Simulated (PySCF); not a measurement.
# Si₆H₁₂: NMR shifts at several levels of theory

How much do the NMR shifts of Si₆H₁₂ (`[SiH2]1[SiH2][SiH2][SiH2][SiH2][SiH2]1`) depend on the level of theory, and what does each level cost?

Computed with PySCF 2.14.0, with density-fitted response routines of our own, on a single molecule in the gas phase. Atoms are numbered from 0 throughout.

## (1) Starting geometry

18 atoms, charge 0, multiplicity 1; geometry from: GFN2-xTB.

Bonds of the start (Å): Si0–Si1 2.33, Si1–Si2 2.33, Si2–Si3 2.33, Si3–Si4 2.33, Si4–Si5 2.33, Si5–Si0 2.33, Si0–H6 1.47, Si0–H7 1.47, Si1–H8 1.47, Si1–H9 1.47, Si2–H10 1.47, Si2–H11 1.47, Si3–H12 1.47, Si3–H13 1.47, Si4–H14 1.47, Si4–H15 1.47, Si5–H16 1.47, Si5–H17 1.47.

## (2) Optimising the geometry at PBE0-D3(BJ)/def2-SVP

What the job is given:

```
{"job": {"xc": "PBE0", "basis": "def2-SVP", "d3": "d3bj", "grid": 1, "kind": "geom"}, "charge": 0, "multiplicity": 1}
Si    -1.336870     1.374420    -1.200560
Si     0.776090     2.060550    -0.506340
Si     2.238260     0.288160    -0.135570
Si     1.319150    -1.365160     1.218210
Si    -0.767430    -2.071990     0.471160
Si    -2.233390    -0.296260     0.146590
H     -1.227410     0.852190    -2.573380
H     -2.259340     2.508950    -1.344010
H      1.351940     3.065210    -1.411600
H      0.625060     2.803020     0.756950
H      2.571860    -0.313140    -1.438150
H      3.543950     0.744710     0.361190
H      2.240780    -2.491160     1.418920
H      1.164200    -0.812940     2.575310
H     -1.343270    -3.118240     1.327500
H     -0.588880    -2.760490    -0.819410
H     -2.544920     0.293710     1.459710
H     -3.547310    -0.748900    -0.329830
```

Run with:

```sh
> OMP_NUM_THREADS=1 python probes_run.py task.json out
```

One launch serves the whole session: the jobs run in the order shown.

Log:

```text
step   0  E = -1742.91552398  max force = 0.010369
step   1  E = -1742.92228215  max force = 0.007250
step   2  E = -1742.92342726  max force = 0.003493
step   3  E = -1742.92375580  max force = 0.000543
step   4  E = -1742.92383077  max force = 0.000588
step   5  E = -1742.92412562  max force = 0.002073
step   6  E = -1742.92424413  max force = 0.001731
step   7  E = -1742.92430001  max force = 0.000496
step   8  E = -1742.92430614  max force = 0.000058
optimisation converged
```

It took 3.9 min on 1 thread of Arm Neoverse N1, shared host; peak memory 0.71 GiB.

Relaxation path:

```csv
step,energy from step 0 (eV),largest force component (eV/Å)
0,0.0000,0.5332
1,-0.1839,0.3728
2,-0.2151,0.1796
3,-0.2240,0.0279
4,-0.2260,0.0302
5,-0.2341,0.1066
6,-0.2373,0.0890
7,-0.2388,0.0255
8,-0.2390,0.0030
```

Distances of close pairs at the start and the end, largest changes first:

```csv
bond,before (Å),after (Å),change (Å)
Si3–H12,1.469,1.497,+0.028
Si5–H17,1.469,1.497,+0.028
Si0–H7,1.469,1.497,+0.028
Si4–H14,1.470,1.497,+0.028
Si2–H11,1.470,1.497,+0.028
Si1–H8,1.470,1.497,+0.028
Si0–H6,1.473,1.498,+0.025
Si5–H16,1.473,1.498,+0.025
```

The end geometry stands in the next job.

```csv
at the end point,value
point group (found at 0.08 Å tolerance),D3d
"rotational constants (GHz, main isotopes)","0.992, 0.989, 0.549"
dipole moment (D),0.00
```

## (3) Nuclear shieldings: WP04/pcSseg-1

What the job is given:

```
{"job": {"kind": "nmr", "xc": "WP04", "basis": "pcSseg-1", "pop": false}, "charge": 0, "multiplicity": 1}
Si    -1.332144     1.297235    -1.252985
Si     0.737848     2.064641    -0.456612
Si     2.203914     0.238876    -0.290556
Si     1.326938    -1.293850     1.255314
Si    -0.737393    -2.064574     0.447329
Si    -2.205370    -0.239506     0.291026
H     -1.118834     0.599929    -2.561510
H     -2.278447     2.437375    -1.468955
H      1.300965     3.120457    -1.356781
H      0.544534     2.655143     0.906493
H      2.304969    -0.427666    -1.628219
H      3.571340     0.689487     0.121069
H      2.274411    -2.431580     1.478612
H      1.104799    -0.593877     2.560882
H     -1.300794    -3.127908     1.338412
H     -0.537615    -2.645065    -0.919098
H     -2.302770     0.421237     1.631815
H     -3.573881    -0.687716    -0.119546
```

With the program's defaults for keys left out, this is: GIAO WP04/pcSseg-1 NMR shielding, non-relativistic, gas phase.

Log:

```text
coarse grid: 17184 points
cycle   1  E = -1763.9439078113  dE = -3.116e-01  |g| = 3.243e-01  |ddm| = 3.878e+00
cycle   2  E = -1763.9573665277  dE = -1.346e-02  |g| = 1.360e-01  |ddm| = 6.419e-01
cycle   3  E = -1763.9592842539  dE = -1.918e-03  |g| = 2.290e-02  |ddm| = 1.811e-01
cycle   4  E = -1763.9594237151  dE = -1.395e-04  |g| = 1.388e-02  |ddm| = 6.752e-02
cycle   5  E = -1763.9594971851  dE = -7.347e-05  |g| = 1.284e-03  |ddm| = 2.388e-02
cycle   6  E = -1763.9594977637  dE = -5.786e-07  |g| = 1.807e-04  |ddm| = 2.089e-03
final grid: 136024 points
cycle   7  E = -1763.9910277132  dE = -8.005e-06  |g| = 3.292e-03  |ddm| = 2.304e-02
cycle   8  E = -1763.9910271817  dE =  5.315e-07  |g| = 2.935e-03  |ddm| = 7.633e-03
cycle   9  E = -1763.9910295970  dE = -2.415e-06  |g| = 5.182e-04  |ddm| = 4.813e-03
cycle  10  E = -1763.9910297055  dE = -1.085e-07  |g| = 2.491e-05  |ddm| = 9.658e-04
cycle  11  E = -1763.9910297057  dE = -2.037e-10  |g| = 1.212e-05  |ddm| = 7.585e-05
converged SCF energy = -1763.9910297057

GIAO shielding tensors (ppm)
atom      isotropic    diamagn.    paramagn.     s11        s22        s33       span
  0 Si     424.148     884.415    -460.267    417.608    423.433    431.403     13.795
  1 Si     424.111     884.413    -460.302    417.601    423.201    431.531     13.929
  2 Si     424.132     884.417    -460.285    417.803    423.117    431.475     13.672
  3 Si     424.183     884.426    -460.243    417.700    423.543    431.307     13.608
  4 Si     424.157     884.425    -460.269    417.686    423.329    431.456     13.770
  5 Si     424.149     884.419    -460.270    417.838    423.167    431.441     13.603
  6 H       28.640      31.671      -3.031     25.960     26.604     33.355      7.395
  7 H       28.295      29.601      -1.306     24.640     25.842     34.403      9.763
  8 H       28.295      29.602      -1.307     24.639     25.847     34.400      9.761
  9 H       28.639      31.667      -3.028     25.963     26.596     33.359      7.396
 10 H       28.642      31.673      -3.030     25.966     26.600     33.361      7.395
 11 H       28.295      29.607      -1.312     24.636     25.849     34.400      9.764
 12 H       28.295      29.609      -1.314     24.644     25.836     34.406      9.762
 13 H       28.642      31.687      -3.046     25.954     26.621     33.350      7.396
 14 H       28.296      29.609      -1.314     24.642     25.840     34.405      9.763
 15 H       28.642      31.688      -3.046     25.957     26.620     33.349      7.392
 16 H       28.643      31.676      -3.034     25.964     26.605     33.359      7.395
 17 H       28.295      29.606      -1.311     24.637     25.847     34.401      9.764
```

Wall time 56 s (1 thread of Arm Neoverse N1, shared host); peak memory 1.1 GiB.

The references, computed at this level on geometries of the same kind, shield at (ppm): 1H TMS 31.56, 29Si TMS 338.7. Their shielding less the atom's gives the shift. The references are single molecules in the gas phase. Atoms listed in one row are averaged.

```csv
atoms,environment,σ (ppm),δ (ppm)
"H6, H7, H8, H9, H10 and 7 more","hydrogen on a silicon bonded to 2 Si, in a 6-membered ring",28.47,3.10
"Si0, Si1, Si2, Si3, Si4, Si5","silicon bonded to 2 Si, 2 H, in a 6-membered ring",424.1,-85.5
```

Ring of atoms Si0, Si1, Si2, Si3, Si4, Si5: NICS(0) -2.0, NICS(1) -1.8, NICS(1)zz 4.4 ppm (means of both faces).

## (4) NMR shieldings: B97-2/pcSseg-1

The job, as its differences from that of step 3:

```diff
@@ -1,2 +1,2 @@
-{"job": {"kind": "nmr", "xc": "WP04", "basis": "pcSseg-1", "pop": false}, "charge": 0, "multiplicity": 1}
+{"job": {"kind": "nmr", "xc": "B97-2", "basis": "pcSseg-1", "pop": false}, "charge": 0, "multiplicity": 1}
 Si    -1.332144     1.297235    -1.252985
```

Method: GIAO B97-2/pcSseg-1 NMR shielding, non-relativistic, gas phase.

Log:

```text
coarse grid: 17184 points
cycle   1  E = -1744.1804066670  dE = -2.255e-01  |g| = 1.427e-01  |ddm| = 3.818e+00
cycle   2  E = -1744.1849850242  dE = -4.578e-03  |g| = 8.536e-02  |ddm| = 3.505e-01
cycle   3  E = -1744.1869162147  dE = -1.931e-03  |g| = 3.403e-02  |ddm| = 1.843e-01
cycle   4  E = -1744.1873705226  dE = -4.543e-04  |g| = 4.323e-03  |ddm| = 6.933e-02
cycle   5  E = -1744.1873775966  dE = -7.074e-06  |g| = 4.231e-04  |ddm| = 8.735e-03
final grid: 136024 points
cycle   6  E = -1744.2058672498  dE = -3.663e-05  |g| = 6.107e-03  |ddm| = 2.411e-02
cycle   7  E = -1744.2058686353  dE = -1.386e-06  |g| = 2.118e-03  |ddm| = 4.370e-03
cycle   8  E = -1744.2058689260  dE = -2.908e-07  |g| = 3.728e-04  |ddm| = 2.117e-03
cycle   9  E = -1744.2058689805  dE = -5.447e-08  |g| = 4.586e-05  |ddm| = 7.303e-04
cycle  10  E = -1744.2058689810  dE = -5.271e-10  |g| = 1.162e-05  |ddm| = 8.158e-05
converged SCF energy = -1744.2058689810

GIAO shielding tensors (ppm)
atom      isotropic    diamagn.    paramagn.     s11        s22        s33       span
  0 Si     462.151     880.969    -418.818    456.776    463.766    465.910      9.134
  1 Si     462.131     880.965    -418.834    456.800    463.913    465.680      8.880
  2 Si     462.145     880.965    -418.820    457.047    463.859    465.530      8.483
  3 Si     462.184     880.978    -418.795    456.723    463.652    466.176      9.453
  4 Si     462.172     880.976    -418.804    456.693    463.819    466.003      9.310
  5 Si     462.162     880.968    -418.806    457.028    463.822    465.636      8.609
  6 H       27.971      29.934      -1.963     25.113     25.713     33.088      7.976
  7 H       27.623      29.086      -1.462     23.597     24.976     34.297     10.699
  8 H       27.623      29.084      -1.461     23.595     24.981     34.294     10.699
  9 H       27.971      29.930      -1.959     25.116     25.704     33.093      7.976
 10 H       27.975      29.933      -1.959     25.119     25.709     33.095      7.976
 11 H       27.623      29.087      -1.464     23.592     24.983     34.293     10.702
 12 H       27.624      29.095      -1.471     23.601     24.970     34.300     10.698
 13 H       27.974      29.944      -1.970     25.107     25.732     33.083      7.976
 14 H       27.624      29.094      -1.471     23.599     24.974     34.299     10.700
 15 H       27.975      29.945      -1.970     25.111     25.731     33.083      7.973
 16 H       27.975      29.935      -1.960     25.118     25.715     33.094      7.976
 17 H       27.623      29.089      -1.466     23.593     24.981     34.294     10.701
```

It took 54 s on 1 thread of Arm Neoverse N1, shared host; peak memory 0.94 GiB.

Key values: δ Si0 -104.8, H6 3.58 ppm (means over like atoms).

## (5) Nuclear shieldings: BHandHLYP/pcSseg-1

The job, as its differences from that of step 4:

```diff
@@ -1,2 +1,2 @@
-{"job": {"kind": "nmr", "xc": "B97-2", "basis": "pcSseg-1", "pop": false}, "charge": 0, "multiplicity": 1}
+{"job": {"kind": "nmr", "xc": "BHandHLYP", "basis": "pcSseg-1", "pop": false}, "charge": 0, "multiplicity": 1}
 Si    -1.332144     1.297235    -1.252985
```

Level: GIAO BHandHLYP/pcSseg-1 NMR shielding, non-relativistic, gas phase.

Log:

```text
coarse grid: 17184 points
cycle   1  E = -1744.0567329183  dE = -2.301e-01  |g| = 2.307e-01  |ddm| = 3.739e+00
cycle   2  E = -1744.0771610335  dE = -2.043e-02  |g| = 1.038e-01  |ddm| = 4.608e-01
cycle   3  E = -1744.0803489720  dE = -3.188e-03  |g| = 3.792e-02  |ddm| = 2.226e-01
cycle   4  E = -1744.0808945930  dE = -5.456e-04  |g| = 6.036e-03  |ddm| = 8.011e-02
cycle   5  E = -1744.0809063422  dE = -1.175e-05  |g| = 3.637e-04  |ddm| = 1.071e-02
cycle   6  E = -1744.0809064510  dE = -1.088e-07  |g| = 6.079e-05  |ddm| = 1.356e-03
final grid: 136024 points
cycle   7  E = -1744.0968476889  dE = -3.797e-06  |g| = 1.274e-03  |ddm| = 1.255e-02
cycle   8  E = -1744.0968478815  dE = -1.926e-07  |g| = 8.361e-04  |ddm| = 2.901e-03
cycle   9  E = -1744.0968480713  dE = -1.898e-07  |g| = 8.886e-05  |ddm| = 1.284e-03
cycle  10  E = -1744.0968480742  dE = -2.894e-09  |g| = 1.562e-05  |ddm| = 2.065e-04
cycle  11  E = -1744.0968480743  dE = -1.337e-10  |g| = 2.232e-06  |ddm| = 5.710e-05
converged SCF energy = -1744.0968480743

GIAO shielding tensors (ppm)
atom      isotropic    diamagn.    paramagn.     s11        s22        s33       span
  0 Si     460.743     879.970    -419.227    455.183    462.041    465.005      9.821
  1 Si     460.721     879.965    -419.243    455.196    462.191    464.777      9.581
  2 Si     460.737     879.967    -419.230    455.446    462.137    464.627      9.182
  3 Si     460.778     879.981    -419.203    455.138    461.919    465.278     10.140
  4 Si     460.761     879.978    -419.217    455.092    462.088    465.102     10.011
  5 Si     460.754     879.970    -419.216    455.429    462.098    464.736      9.307
  6 H       28.189      30.104      -1.915     25.291     25.939     33.339      8.048
  7 H       27.831      29.137      -1.306     23.836     25.164     34.494     10.658
  8 H       27.831      29.136      -1.305     23.834     25.168     34.491     10.657
  9 H       28.189      30.100      -1.911     25.294     25.930     33.343      8.049
 10 H       28.192      30.104      -1.911     25.297     25.935     33.345      8.048
 11 H       27.831      29.139      -1.308     23.831     25.171     34.490     10.659
 12 H       27.832      29.146      -1.314     23.840     25.158     34.497     10.657
 13 H       28.192      30.115      -1.923     25.285     25.957     33.334      8.049
 14 H       27.832      29.146      -1.314     23.838     25.162     34.496     10.658
 15 H       28.193      30.115      -1.922     25.289     25.956     33.334      8.045
 16 H       28.193      30.106      -1.913     25.295     25.940     33.344      8.048
 17 H       27.831      29.141      -1.310     23.833     25.169     34.492     10.659
```

It took 55 s on 1 thread of Arm Neoverse N1, shared host; peak memory 1.1 GiB.

In short: δ Si0 -102.3, H6 3.43 ppm (means over like atoms).

(Part 1 of 2 ends here.)
